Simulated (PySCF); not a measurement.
# SmF3(NH3): other functionals and bases at one geometry

Aim: see how levels, charges and forces of SmF3(NH3) depend on the level of theory. It is a constructed species; whether it can be made isn't addressed.

Method: several levels, as the steps say, no spin–orbit coupling; program: PySCF 2.14.0.

1 further run of the same task is left out (for a known fault of the program).

### 1 Where the work starts

8 atoms, charge 0, spin multiplicity 1.

Bond lengths: Sm1–F2 2.079 Å, Sm1–F3 2.079 Å, Sm1–F4 2.079 Å, Sm1–N5 2.578 Å, N5–H6 1.022 Å, N5–H7 1.022 Å, N5–H8 1.022 Å. Angles: F2–Sm1–F3 118.7°, F2–Sm1–F4 118.7°, F2–Sm1–N5 96.5°, F3–Sm1–F4 118.7°, F3–Sm1–N5 96.5°, F4–Sm1–N5 96.5°, Sm1–N5–H6 112.3°, Sm1–N5–H7 112.3°, Sm1–N5–H8 112.3°, H6–N5–H7 106.5°, H6–N5–H8 106.5°, H7–N5–H8 106.5°.

Coordinates:

```
Sm    0.11713   -0.11713    0.11713
F     1.09723    1.43296    1.09723
F    -1.43296   -1.09723    1.09723
F     1.09723   -1.09723   -1.43296
N    -1.37105    1.37105   -1.37105
H    -1.98105    1.98105   -0.82356
H    -0.82356    1.98105   -1.98105
H    -1.98105    0.82356   -1.98105
```

Formal oxidation states: Sm +3. Each metal's 5 4f electrons lie in its core potential, so multiplicities, spins and levels count the valence alone. An earlier session relaxed this geometry at PBE0, Sm lcecp-1-SVP with ECP51, F def2-SVP, N def2-SVP, H def2-SVP (singlet, point group C3v).

At PBE0 on the finer grid: E = -390.461834 Eh, HOMO -9.26 eV, LUMO -0.81 eV, Mulliken charge on Sm1 +1.19 e, largest force component 0.012 eV/Å. 

Levels to run: revPBE; M06-L; PBE0, TZVP. Hardware: 2 threads of Arm Neoverse V1, shared host.

### 2 revPBE

The input, run.py (the lines that set the calculation):

```python
mol = gto.M(atom='''
Sm     0.11713    -0.11713     0.11713
F      1.09723     1.43296     1.09723
F     -1.43296    -1.09723     1.09723
F      1.09723    -1.09723    -1.43296
N     -1.37105     1.37105    -1.37105
H     -1.98105     1.98105    -0.82356
H     -0.82356     1.98105    -1.98105
H     -1.98105     0.82356    -1.98105''',
    basis={'Sm': 'lcecp-1-SVP', 'F': 'def2-SVP', 'N': 'def2-SVP', 'H': 'def2-SVP'},
    ecp={'Sm': 'lcecp-1-SVP'},
    charge=0, spin=0)
mf = dft.RKS(mol, xc='PBE_R,PBE')
mf.grids.atom_grid = (75, 302)  # f atoms: unpruned, at least (60, 302)
mf = mf.density_fit()  # fitting sets: Sm AutoAux, F def2-universal-JKFIT, N def2-universal-JKFIT, H def2-universal-JKFIT
mf.conv_tol = 1e-08; mf.max_cycle = 55
mf.kernel(dm0)  # dm0: the density of the relaxed state
```

Launch:

```sh
$ OMP_NUM_THREADS=2 python run.py
```

Log:

```text
init E= -390.736635412511
  HOMO = -0.256138287943957  LUMO = -0.0545873548366558  gap/eV = 5.48448
cycle= 1 E= -390.735793150215  delta_E= 0.000842  |g|= 0.158  |ddm|= 0.333
  HOMO = -0.291103865622169  LUMO = -0.0512352952680963  gap/eV = 6.52716
cycle= 2 E= -390.714398095133  delta_E= 0.0214  |g|= 0.38  |ddm|= 0.408
  HOMO = -0.26615186146936  LUMO = -0.0527984221876245  gap/eV = 5.80564
cycle= 3 E= -390.740955682626  delta_E= -0.0266  |g|= 0.0168  |ddm|= 0.257
  HOMO = -0.26677885880634  LUMO = -0.053277058004241  gap/eV = 5.80968
cycle= 4 E= -390.74103533751  delta_E= -7.97e-05  |g|= 0.00355  |ddm|= 0.0243
  HOMO = -0.266557322844388  LUMO = -0.0533884001473979  gap/eV = 5.80062
cycle= 5 E= -390.741037634353  delta_E= -2.3e-06  |g|= 0.0015  |ddm|= 0.00388
  HOMO = -0.266441205642287  LUMO = -0.0533424182559195  gap/eV = 5.79871
cycle= 6 E= -390.741038112553  delta_E= -4.78e-07  |g|= 0.000131  |ddm|= 0.00123
  HOMO = -0.266450083975875  LUMO = -0.0533370006489342  gap/eV = 5.79910
cycle= 7 E= -390.741038116094  delta_E= -3.54e-09  |g|= 2.32e-05  |ddm|= 0.000104
  HOMO = -0.266455816831492  LUMO = -0.0533364112987336  gap/eV = 5.79927
Extra cycle  E= -390.741038115655  delta_E= 4.39e-10  |g|= 5.49e-05  |ddm|= 5.4e-05
converged SCF energy = -390.741038115655
```

It took 6 s on 2 threads of Arm Neoverse V1, shared host.

It gives: E = -390.741038 Eh, HOMO -7.25 eV, LUMO -1.45 eV, Mulliken charge on Sm1 +0.98 e, largest force component 0.274 eV/Å. 

### 3 M06-L

Changes to run.py (the lines that set the calculation) since step 2:

```diff
@@ -12,3 +12,3 @@
     charge=0, spin=0)
-mf = dft.RKS(mol, xc='PBE_R,PBE')
+mf = dft.RKS(mol, xc='M06L')
 mf.grids.atom_grid = (75, 302)  # f atoms: unpruned, at least (60, 302)
```

Launch:

```sh
$ OMP_NUM_THREADS=2 python run.py
```

Log:

```text
init E= -390.774014556686
  HOMO = -0.284884944062952  LUMO = -0.0223001020702149  gap/eV = 7.14530
cycle= 1 E= -390.779077360397  delta_E= -0.00506  |g|= 0.0363  |ddm|= 0.236
  HOMO = -0.273082352326287  LUMO = -0.0252513321427692  gap/eV = 6.74383
cycle= 2 E= -390.778536557511  delta_E= 0.000541  |g|= 0.0684  |ddm|= 0.0753
  HOMO = -0.278971362531323  LUMO = -0.0246615301343986  gap/eV = 6.92012
cycle= 3 E= -390.779348679254  delta_E= -0.000812  |g|= 0.0046  |ddm|= 0.0469
  HOMO = -0.279276704544964  LUMO = -0.0245484878183824  gap/eV = 6.93151
cycle= 4 E= -390.779354416724  delta_E= -5.74e-06  |g|= 0.00127  |ddm|= 0.0076
  HOMO = -0.279297159093602  LUMO = -0.0244607085327431  gap/eV = 6.93445
cycle= 5 E= -390.779354704039  delta_E= -2.87e-07  |g|= 0.000645  |ddm|= 0.00138
  HOMO = -0.279274676706483  LUMO = -0.0244694833164623  gap/eV = 6.93360
cycle= 6 E= -390.779354794277  delta_E= -9.02e-08  |g|= 0.000126  |ddm|= 0.000611
  HOMO = -0.279265906086256  LUMO = -0.0244744372261216  gap/eV = 6.93323
cycle= 7 E= -390.779354797714  delta_E= -3.44e-09  |g|= 1.11e-05  |ddm|= 0.00011
  HOMO = -0.279264061153653  LUMO = -0.0244752755011959  gap/eV = 6.93316
Extra cycle  E= -390.779354797671  delta_E= 4.34e-11  |g|= 1.92e-05  |ddm|= 2.42e-05
converged SCF energy = -390.779354797671
```

Run time: 8.4 s. Hardware: 2 threads of Arm Neoverse V1, shared host.

Result: E = -390.779355 Eh, HOMO -7.60 eV, LUMO -0.67 eV, Mulliken charge on Sm1 +1.34 e, largest force component 0.194 eV/Å. 

### 4 PBE0, TZVP

Basis: Sm lcecp-1-TZVP with ECP51, F def2-TZVP, N def2-TZVP, H def2-TZVP. 

Changes to run.py (the lines that set the calculation) since step 3:

```diff
@@ -9,6 +9,6 @@
 H     -1.98105     0.82356    -1.98105''',
-    basis={'Sm': 'lcecp-1-SVP', 'F': 'def2-SVP', 'N': 'def2-SVP', 'H': 'def2-SVP'},
-    ecp={'Sm': 'lcecp-1-SVP'},
+    basis={'Sm': 'lcecp-1-TZVP', 'F': 'def2-TZVP', 'N': 'def2-TZVP', 'H': 'def2-TZVP'},
+    ecp={'Sm': 'lcecp-1-TZVP'},
     charge=0, spin=0)
-mf = dft.RKS(mol, xc='M06L')
+mf = dft.RKS(mol, xc='PBE0')
 mf.grids.atom_grid = (75, 302)  # f atoms: unpruned, at least (60, 302)
@@ -16,2 +16,2 @@
 mf.conv_tol = 1e-08; mf.max_cycle = 55
-mf.kernel(dm0)  # dm0: the density of the relaxed state
+mf.kernel(dm0)  # dm0: free metal ions and neutral atoms
```

Launch:

```sh
$ OMP_NUM_THREADS=2 python run.py
```

Log:

```text
init E= -395.358930001932
  HOMO = -0.311521851417993  LUMO = -0.0626687785361442  gap/eV = 6.77164
cycle= 1 E= -390.858622904526  delta_E=  4.5  |g|= 0.499  |ddm|=    2
  HOMO = -0.312644523000634  LUMO = -0.0581496293299892  gap/eV = 6.92516
cycle= 2 E= -390.867057564148  delta_E= -0.00843  |g|= 0.396  |ddm|= 0.528
  HOMO = -0.355198753379754  LUMO = -0.0357708355194586  gap/eV = 8.69208
cycle= 3 E= -390.889842969979  delta_E= -0.0228  |g|= 0.199  |ddm|= 0.282
  HOMO = -0.344101827387142  LUMO = -0.0364818550504538  gap/eV = 8.37077
cycle= 4 E= -390.895761858757  delta_E= -0.00592  |g|= 0.0441  |ddm|= 0.0957
  HOMO = -0.348011002619061  LUMO = -0.0366543020462156  gap/eV = 8.47245
cycle= 5 E= -390.896061542373  delta_E= -0.0003  |g|= 0.00899  |ddm|= 0.0243
  HOMO = -0.347450237542349  LUMO = -0.03649119339433  gap/eV = 8.46163
cycle= 6 E= -390.896076127709  delta_E= -1.46e-05  |g|= 0.000647  |ddm|= 0.00491
  HOMO = -0.347487340010753  LUMO = -0.0365010375171191  gap/eV = 8.46237
cycle= 7 E= -390.896076215206  delta_E= -8.75e-08  |g|= 0.000245  |ddm|= 0.000865
  HOMO = -0.347477887606836  LUMO = -0.0364917330858885  gap/eV = 8.46236
cycle= 8 E= -390.896076229628  delta_E= -1.44e-08  |g|= 2.78e-05  |ddm|= 0.000272
  HOMO = -0.347477113461166  LUMO = -0.0364916269898899  gap/eV = 8.46235
cycle= 9 E= -390.896076229815  delta_E= -1.88e-10  |g|= 6.74e-06  |ddm|= 4.15e-05
  HOMO = -0.347478086717373  LUMO = -0.036491902667138  gap/eV = 8.46237
Extra cycle  E= -390.896076229819  delta_E= -3.87e-12  |g|= 6.15e-06  |ddm|= 1.66e-05
converged SCF energy = -390.896076229819
```

Wall time 15 s (2 threads of Arm Neoverse V1, shared host).

Result: E = -390.896076 Eh, HOMO -9.46 eV, LUMO -0.99 eV, Mulliken charge on Sm1 +1.62 e, largest force component 0.217 eV/Å. 

### 5 All levels side by side

| level | state | HOMO (eV) | gap (eV) | charge on Sm1 (e) | dipole (D) | largest force (eV/Å) | basis functions | time |
| --- | --- | --- | --- | --- | --- | --- | --- | --- |
| PBE0 (relaxed here) | singlet | -9.26 | 8.45 | 1.19 | 5.60 | 0.01 | 104 | 15 s |
| revPBE | singlet | -7.25 | 5.80 | 0.98 | 5.48 | 0.27 | 104 | 6 s |
| M06-L | singlet | -7.60 | 6.93 | 1.34 | 5.44 | 0.19 | 104 | 8.4 s |
| PBE0, TZVP | singlet | -9.46 | 8.46 | 1.62 | 5.55 | 0.22 | 189 | 15 s |

Times are on 2 threads of Arm Neoverse V1, shared host; the first row also made further properties.

In one basis the HOMO–LUMO gap runs from 5.80 eV (revPBE) to 8.45 eV (PBE0). The largest leftover force, 0.27 eV/Å with revPBE, stands at a geometry relaxed at another level. The Mulliken charge on Sm spans +0.98 to +1.62 e over the levels. With 4f in the core, its levels are missing from HOMO and gap. Total energies of different levels can't be compared. Spin–orbit coupling is left out throughout.
